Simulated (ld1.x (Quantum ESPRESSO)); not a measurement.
# Germanium: generating and testing an ultrasoft potential

Aim: build the potential from the settings below, then test how well it stands in for the atom: other configurations, scattering, ghost states and the plane-wave cutoff that it needs.

The numbers are computed with ld1.x (Quantum ESPRESSO) 7.5 (PBE, scalar-relativistic, spin-unpolarised reference atom).

## Step 1: The design

Typed settings, in words:

```
element                 : germanium (Ge, Z = 32)
type                    : ultrasoft
frozen core             : [Ar]
valence charge          : 14
reference configuration : 3d10 4s2 4p2
partial waves           : 4s (bound): rcut 1.35, rcutus 1.55 bohr; 4s channel at 2.6 Ry: rcut 1.35, rcutus 1.55 bohr; 4p (bound): rcut 1.35, rcutus 1.55 bohr; 4p channel at 0.85 Ry: rcut 1.35, rcutus 1.55 bohr; 3d (bound): rcut 1.00, rcutus 1.20 bohr; 3d channel at -0.95 Ry: rcut 1.00, rcutus 1.20 bohr
local potential         : all-electron potential smoothed inside 1.35 bohr (lloc = -1)
core correction         : Bessel-smoothed model core inside 1.10 bohr
augmentation charge     : PSQ, inside the norm-conserving radii
```

An earlier all-electron run gives the scale for the radii.

All-electron outer shells of the reference configuration (PBE, scalar-relativistic, ld1.x):

```tsv
shell	level (eV)	outermost node (bohr)	outermost maximum (bohr)
3s	-168.49	0.26	0.54
3p	-115.62	0.23	0.54
3d	-29.31	–	0.50
4s	-11.73	0.77	1.75
4p	-3.90	0.82	2.22
```

## Step 2: The generation run

Input file Ge.in:

```
 &input
   title='Ge', zed=32., rel=1, dft='PBE', iswitch=3,
   config='[Ar] 3d10 4s2 4p2',
   nld=3, rlderiv=1.70, eminld=-4.0, emaxld=5.0, deld=0.02
 /
 &inputp
   pseudotype=3, tm=.true., lloc=-1, rcloc=1.35,
   nlcc=.true., new_core_ps=.true., rcore=1.10,
   which_augfun='PSQ', rmatch_augfun_nc=.true.,
   file_pseudopw='Ge.UPF', file_wfcaegen='ae.wfc', file_wfcncgen='nc.wfc', file_beta='beta', file_chi='chi', file_wfcusgen='us.wfc'
 /
6
4S  1  0   2.00   0.00  1.35  1.55  0.0
4S  1  0   0.00   2.60  1.35  1.55  0.0
4P  2  1   2.00   0.00  1.35  1.55  0.0
4P  2  1   0.00   0.85  1.35  1.55  0.0
3D  3  2  10.00   0.00  1.00  1.20  0.0
3D  3  2   0.00  -0.95  1.00  1.20  0.0
 &test
   configts(1)='3d10 4s2 4p2'
 /
```

The run is started by

```sh
$ ld1.x < Ge.in > Ge.out
```

What the program wrote to Ge.out (without the banner and most projector matrices):

```text
     Program LD1 v.7.5
     --------------------------- All-electron run ----------------------------

     Ge
     scalar relativistic calculation

     atomic number is 32.00
     dft =PBE   lsd =0 sic =0 latt =0  beta=0.20 tr2=1.0E-14
     Exchange-correlation= PBE
                           (   1   4   3   4   0   0   0)
     mesh =1207 r(mesh) = 100.41023 a.u. xmin = -7.00 dx = 0.01250
     1 Ry =  13.60569312 eV, c = 137.03599908

     n l     nl                  e(Ry)          e(Ha)          e(eV)
     1 0     1S 1( 2.00)      -805.6314      -402.8157    -10961.1741
     2 0     2S 1( 2.00)      -100.8250       -50.4125     -1371.7939
     2 1     2P 1( 6.00)       -88.1036       -44.0518     -1198.7111
     3 0     3S 1( 2.00)       -12.3839        -6.1919      -168.4909
     3 1     3P 1( 6.00)        -8.4979        -4.2490      -115.6205
     3 2     3D 1(10.00)        -2.1543        -1.0772       -29.3109
     4 0     4S 1( 2.00)        -0.8622        -0.4311       -11.7311
     4 1     4P 1( 2.00)        -0.2863        -0.1431        -3.8953

     final scf error:  3.0E-15 reached in  36 iterations

     Etot =   -4197.669992 Ry,   -2098.834996 Ha,  -57112.209742 eV

     Ekin =    4273.695468 Ry,    2136.847734 Ha,   58146.589038 eV
     Encl =  -10116.689522 Ry,   -5058.344761 Ha, -137644.573051 eV
     Eh   =    1804.321722 Ry,     902.160861 Ha,   24549.047641 eV
     Exc  =    -158.997660 Ry,     -79.498830 Ha,   -2163.273369 eV

     normalization and overlap integrals

     s(1S/1S) =  1.000000  <r> =   0.0470  <r2> =    0.0030  r(max) =   0.0309
     s(2S/2S) =  1.000000  <r> =   0.2100  <r2> =    0.0520  r(max) =   0.1754
     s(2P/2P) =  1.000000  <r> =   0.1837  <r2> =    0.0414  r(max) =   0.1418
     s(3S/3S) =  1.000000  <r> =   0.6242  <r2> =    0.4495  r(max) =   0.5402
     s(3P/3P) =  1.000000  <r> =   0.6470  <r2> =    0.4929  r(max) =   0.5402
     s(3D/3D) =  1.000000  <r> =   0.7365  <r2> =    0.6969  r(max) =   0.5012
     s(4S/4S) =  1.000000  <r> =   2.1162  <r2> =    5.1841  r(max) =   1.7494
     s(4P/4P) =  1.000000  <r> =   2.8993  <r2> =   10.0650  r(max) =   2.2184

     ------------------------ End of All-electron run ------------------------

     --------------------- Generating US pseudopotential ---------------------

      Generating local potential from pseudized AE potential:
      Matching radius rcloc =   1.3500

      Local pseudo, rcloc= 1.362 Estimated cut-off energy=    13.26 Ry

      Computing core charge for nlcc:

       r > 1.10 : true rho core
      Core charge pseudized with two Bessel functions
      Integrated core pseudo-charge :   6.95
      Wfc-us  4S rcutus= 1.544  Estimated cut-off energy=    17.84 Ry
      Wfc-us  4S rcutus= 1.544  Estimated cut-off energy=    23.18 Ry
      Wfc-us  4P rcutus= 1.544  Estimated cut-off energy=    29.37 Ry
      Wfc-us  4P rcutus= 1.544  Estimated cut-off energy=    30.66 Ry
      Wfc-us  3D rcutus= 1.202  Estimated cut-off energy=    81.59 Ry
      Wfc-us  3D rcutus= 1.202  Estimated cut-off energy=   105.79 Ry

     Q pseudized with Bessel functions
     Expected ecutrho=     417.2883 due to l1=  2   l2=  2

     ------------------- End of pseudopotential generation -------------------

     [... the all-electron block is printed once more ...]


     Computing logarithmic derivative in   1.69559
     Computing logarithmic derivative in   1.69559
     Computing the partial wave expansion
     R is outside the sphere for l=    0 j= 0.00
     R is outside the sphere for l=    0 j= 0.00
     R is outside the sphere for l=    1 j= 0.00
     R is outside the sphere for l=    1 j= 0.00
     R is outside the sphere for l=    2 j= 0.00
     R is outside the sphere for l=    2 j= 0.00

     ---------------------- Testing the pseudopotential ----------------------

     Ge
     scalar relativistic calculation

     atomic number is 32.00   valence charge is 14.00
     dft =PBE   lsd =0 sic =0 latt =0  beta=0.20 tr2=1.0E-14
     mesh =1207 r(mesh) = 100.41023 xmin = -7.00 dx = 0.01250

     n l     nl             e AE (Ry)        e PS (Ry)    De AE-PS (Ry)
     3 2     3D   1(10.00)       -2.15431       -2.15432        0.00000
     1 0     4S   1( 2.00)       -0.86222       -0.86223        0.00000
     2 1     4P   1( 2.00)       -0.28630       -0.28630       -0.00000

     eps = 6.2E-15  iter =  4

     Etot =   -4197.669992 Ry,   -2098.834996 Ha,  -57112.209742 eV
     Etotps =  -204.960206 Ry,    -102.480103 Ha,   -2788.625662 eV

     Ekin =      63.227787 Ry,      31.613893 Ha,     860.257865 eV
     Encl =    -429.316536 Ry,    -214.658268 Ha,   -5841.149044 eV
     Ehrt =     171.135827 Ry,      85.567914 Ha,    2328.421546 eV
     Ecxc =     -45.177873 Ry,     -22.588937 Ha,    -614.676283 eV
     (Ecc =     -14.065761 Ry,      -7.032881 Ha,    -191.374433 eV)
     Epseu=      35.170590 Ry,      17.585295 Ha,     478.520253 eV

     ---------------------- End of pseudopotential test ----------------------
```

It took 1.8 s on 1 thread of Neoverse-V1, shared host. (Generation and the later configuration tests together.)

Partial waves on a coarse radial grid (AE all-electron, PS pseudo):

| r (bohr) | 4s AE | 4s PS |
| --- | --- | --- |
| 0.078 | 0.0785 | 0.0152 |
| 0.155 | 0.2079 | 0.0314 |
| 0.232 | 0.0496 | 0.0500 |
| 0.310 | -0.1630 | 0.0721 |
| 0.388 | -0.3035 | 0.0984 |
| 0.465 | -0.3474 | 0.1291 |
| 0.542 | -0.3138 | 0.1646 |
| 0.620 | -0.2276 | 0.2054 |
| 0.698 | -0.1126 | 0.2509 |
| 0.775 | 0.0117 | 0.2997 |
| 0.852 | 0.1356 | 0.3513 |
| 0.930 | 0.2534 | 0.4055 |
| 1.008 | 0.3597 | 0.4602 |
| 1.085 | 0.4513 | 0.5132 |
| 1.162 | 0.5293 | 0.5639 |
| 1.240 | 0.5947 | 0.6114 |
| 1.318 | 0.6472 | 0.6537 |
| 1.395 | 0.6875 | 0.6893 |
| 1.472 | 0.7176 | 0.7178 |
| 1.550 | 0.7387 | 0.7387 |
| 1.628 | 0.7517 | 0.7517 |
| 1.705 | 0.7576 | 0.7576 |
| 1.782 | 0.7575 | 0.7575 |
| 1.860 | 0.7523 | 0.7523 |
| 1.938 | 0.7427 | 0.7427 |
| 2.015 | 0.7296 | 0.7296 |

[end of part 1 of 2]
